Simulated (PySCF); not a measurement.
# C4H7BrO: the cost of one run

Computed with PySCF 2.14.0, with density-fitted response routines of our own, on a single molecule in the gas phase. Atoms are numbered from 0 throughout.

## (1) The molecule as given

13 atoms, charge 0, multiplicity 1; geometry from: GFN2-xTB.

Bonds of the start (Å): C0–O1 1.41, O1–C2 1.34, C2–C3 1.33, C3–C4 1.48, C4–Br5 1.99, C0–H6 1.09, C0–H7 1.09, C0–H8 1.09, C2–H9 1.08, C3–H10 1.08, C4–H11 1.09, C4–H12 1.09.

## (2) TDDFT and polarisability: CAM-B3LYP/def2-SVPD

What the job is given:

```
{"job": {"kind": "uv", "xc": "CAM-B3LYP", "basis": "def2-SVPD", "nstates": 8, "ntriplets": 3}, "charge": 0, "multiplicity": 1}
C     -2.209120     0.228307    -0.162463
O     -1.422567     0.298111    -1.331028
C     -0.099306     0.096525    -1.209806
C      0.596545    -0.222412    -0.119956
C      2.061976    -0.398200    -0.152468
Br     2.986730     1.174594     0.650035
H     -3.231070     0.432503    -0.475951
H     -2.156142    -0.766711     0.289620
H     -1.892563     0.976594     0.570200
H      0.381833     0.204926    -2.174237
H      0.130406    -0.314887     0.849036
H      2.396504    -1.240655     0.449696
H      2.452387    -0.468210    -1.165204
```

Level: TDDFT CAM-B3LYP/def2-SVPD, vertical, gas phase, core orbitals frozen in the response.

Launch:

```console
$ OMP_NUM_THREADS=1 python probes_run.py task.json out
```

This one command runs all jobs of the session in turn.

Q: Estimate the wall time and peak memory of this job on 1 thread of Arm Neoverse N1, shared host.

About 74 s, with a peak of 0.91 GiB.
